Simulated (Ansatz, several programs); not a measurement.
BAs built on the zincblende prototype, relaxed with PBE in Ansatz (plane waves, PAW): space group F-43m (No. 216), cubic; a = 4.809 Å in the conventional setting, 13.90 Å³ an atom. B has 4 As at 2.08 Å; As has 4 B at 2.08 Å. The cell was then scaled with its shape and fractional coordinates held. Calculated for a static, non-magnetic cell.

```
V (Å³/atom)  E (meV/atom)
     13.070         22.84
     13.904          0.00
     14.321          4.88
     14.738         18.57
```

Question: Pass a cubic E = c₀ + c₁u + c₂u² + c₃u³, with u = V − 14.008 Å³, through these points.

Answer: c₀ = 0.31, c₁ = +5.983, c₂ = 28.661, c₃ = -3.5454 (meV and Å³).

Question: Where is the minimum, and what bulk modulus follows?

Answer: dE/du = 0 at u = -0.102, so V₀ = 13.91 Å³. B = V₀ d²E/dV² = 13.91 × (2c₂ + 6c₃u) = 13.91 × 59.502 = 827 meV/Å³, and 1 meV/Å³ is 0.16022 GPa: 133 GPa. A third-order Birch-Murnaghan fit to all five points gives 13.90 Å³ and 131 GPa.

Question: Predict the energy and the pressure at the withheld volume, 13.487 Å³.

Answer: With u = -0.521: E ≈ 5.47 meV and P = −dE/dV ≈ +4.29 GPa. The run gives 5.43 meV and, from its stress, +4.27 GPa.
